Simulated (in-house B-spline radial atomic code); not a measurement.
**Xe⁶⁺: excited configurations in jj coupling**

How much energy does it take to promote electrons of Xe⁶⁺ to other shells? Each configuration is solved by itself and compared with the reference.

Method: Dirac-Hartree-Fock, average of configuration, Fermi nucleus, basis-set limit. Code: in-house B-spline radial atomic code version 1.

## (1) The system

```
element       : xenon (Z = 54)
charge        : +6
electrons     : 48
configuration : 1s2 2s2 2p6 3s2 3p6 3d10 4s2 4p6 4d10 5s2
Hamiltonian   : Dirac-Coulomb
nucleus       : Fermi, rms radius 4.786 fm
```

Settings of the run:

```ini
Z = 54
electrons = 48.0
configuration = 1s2 2s2 2p6 3s2 3p6 3d10 4s2 4p6 4d10 5s2
hamiltonian = dirac
method = hf
spin_polarised = False
nucleus = fermi
rms_radius = 4.7859
mass_number = 132
atomic_mass = 131.90415508346
speed_of_light = 137.035999084
```

This reference run was done before. Its total energy is -7438.738400 hartree, and its levels are (the highest eight at most):

```csv
orbital,occupation,energy (eV),<r> (bohr)
3d3/2,4,-784.94,0.2777
3d5/2,6,-771.70,0.2813
4s1/2,2,-304.83,0.7156
4p1/2,2,-250.68,0.7461
4p3/2,4,-237.84,0.7714
4d3/2,4,-148.68,0.8556
4d5/2,6,-146.56,0.8657
5s1/2,2,-89.912,1.664
```

## (2) Run with 1s2 2s2 2p6 3s2 3p6 3d10 4s2 4p6 4d-3 4d+6 5s2 6d-1

In configurations, a minus sign after the shell means j = l − 1/2 and a plus sign j = l + 1/2; the count of electrons follows.

Settings of the run:

```ini
Z = 54
electrons = 48.0
configuration = 1s2 2s2 2p6 3s2 3p6 3d10 4s2 4p6 4d-3 4d+6 5s2 6d-1
hamiltonian = dirac
method = hf
spin_polarised = False
nucleus = fermi
rms_radius = 4.7859
mass_number = 132
atomic_mass = 131.90415508346
speed_of_light = 137.035999084
```

## (3) Run with 1s2 2s2 2p6 3s2 3p6 3d-4 3d+5 4s2 4p6 4d10 5s2 8d-1

Changes to the settings of step 2:

```diff
@@ -2,3 +2,3 @@
 electrons = 48.0
-configuration = 1s2 2s2 2p6 3s2 3p6 3d10 4s2 4p6 4d-3 4d+6 5s2 6d-1
+configuration = 1s2 2s2 2p6 3s2 3p6 3d-4 3d+5 4s2 4p6 4d10 5s2 8d-1
 hamiltonian = dirac
```

## (4) Configuration 1s2 2s2 2p6 3s2 3p6 3d10 4s2 4p6 4d-3 4d+6 5s2 7f-1

Changes to the settings of step 3:

```diff
@@ -2,3 +2,3 @@
 electrons = 48.0
-configuration = 1s2 2s2 2p6 3s2 3p6 3d-4 3d+5 4s2 4p6 4d10 5s2 8d-1
+configuration = 1s2 2s2 2p6 3s2 3p6 3d10 4s2 4p6 4d-3 4d+6 5s2 7f-1
 hamiltonian = dirac
```

## (5) Configuration 1s2 2s2 2p6 3s2 3p6 3d10 4s2 4p-1 4p+4 4d10 5s2 7p+1

Changes to the settings of step 4:

```diff
@@ -2,3 +2,3 @@
 electrons = 48.0
-configuration = 1s2 2s2 2p6 3s2 3p6 3d10 4s2 4p6 4d-3 4d+6 5s2 7f-1
+configuration = 1s2 2s2 2p6 3s2 3p6 3d10 4s2 4p-1 4p+4 4d10 5s2 7p+1
 hamiltonian = dirac
```

## (6) Run with 1s2 2s2 2p6 3s2 3p6 3d10 4s2 4p6 4d-4 4d+5 5s2 6g-1

Changes to the settings of step 5:

```diff
@@ -2,3 +2,3 @@
 electrons = 48.0
-configuration = 1s2 2s2 2p6 3s2 3p6 3d10 4s2 4p-1 4p+4 4d10 5s2 7p+1
+configuration = 1s2 2s2 2p6 3s2 3p6 3d10 4s2 4p6 4d-4 4d+5 5s2 6g-1
 hamiltonian = dirac
```

## (7) 1s2 2s2 2p6 3s2 3p6 3d10 4s2 4p6 4d-4 4d+5 5s2 7p+1

Changes to the settings of step 6:

```diff
@@ -2,3 +2,3 @@
 electrons = 48.0
-configuration = 1s2 2s2 2p6 3s2 3p6 3d10 4s2 4p6 4d-4 4d+5 5s2 6g-1
+configuration = 1s2 2s2 2p6 3s2 3p6 3d10 4s2 4p6 4d-4 4d+5 5s2 7p+1
 hamiltonian = dirac
```

## (8) 1s2 2s2 2p6 3s2 3p6 3d-3 3d+6 4s2 4p6 4d10 5s2 7s1

Changes to the settings of step 7:

```diff
@@ -2,3 +2,3 @@
 electrons = 48.0
-configuration = 1s2 2s2 2p6 3s2 3p6 3d10 4s2 4p6 4d-4 4d+5 5s2 7p+1
+configuration = 1s2 2s2 2p6 3s2 3p6 3d-3 3d+6 4s2 4p6 4d10 5s2 7s1
 hamiltonian = dirac
```

Q: How far above the reference does each configuration lie (order and size, in eV)?

As calculated:

| net move | configuration | energy above the reference (eV) | with Breit, QED, recoil (eV) | largest <r> (bohr) |
| --- | --- | --- | --- | --- |
| 4d3/2 → 6d3/2 | 1s2 2s2 2p6 3s2 3p6 3d10 4s2 4p6 4d-3 4d+6 5s2 6d-1 | 113.62 | 113.60 | 4.02 |
| 4d5/2 → 7p3/2 | 1s2 2s2 2p6 3s2 3p6 3d10 4s2 4p6 4d-4 4d+5 5s2 7p+1 | 118.08 | 118.11 | 5.37 |
| 4d5/2 → 6g7/2 | 1s2 2s2 2p6 3s2 3p6 3d10 4s2 4p6 4d-4 4d+5 5s2 6g-1 | 125.61 | 125.64 | 6.15 |
| 4d3/2 → 7f5/2 | 1s2 2s2 2p6 3s2 3p6 3d10 4s2 4p6 4d-3 4d+6 5s2 7f-1 | 129.99 | 129.97 | 7.83 |
| 4p1/2 → 7p3/2 | 1s2 2s2 2p6 3s2 3p6 3d10 4s2 4p-1 4p+4 4d10 5s2 7p+1 | 221.46 | 221.14 | 5.36 |
| 3d3/2 → 7s | 1s2 2s2 2p6 3s2 3p6 3d-3 3d+6 4s2 4p6 4d10 5s2 7s1 | 740.84 | 740.29 | 4.88 |
| 3d5/2 → 8d3/2 | 1s2 2s2 2p6 3s2 3p6 3d-4 3d+5 4s2 4p6 4d10 5s2 8d-1 | 741.78 | 741.53 | 8.75 |

What this shows: The lowest of them is 4d3/2 → 6d3/2 at 113.62 eV and the highest 3d5/2 → 8d3/2 at 741.78 eV. 7 of them lie more than 2 % above the ionisation threshold that Koopmans' theorem gives (89.912 eV), where such states can decay by emitting an electron. Two partly filled shells share a symmetry and can mix in the average, which may lower the energy, for: 4d3/2 → 6d3/2. These are averages over configurations, without correlation, not spectroscopic levels.
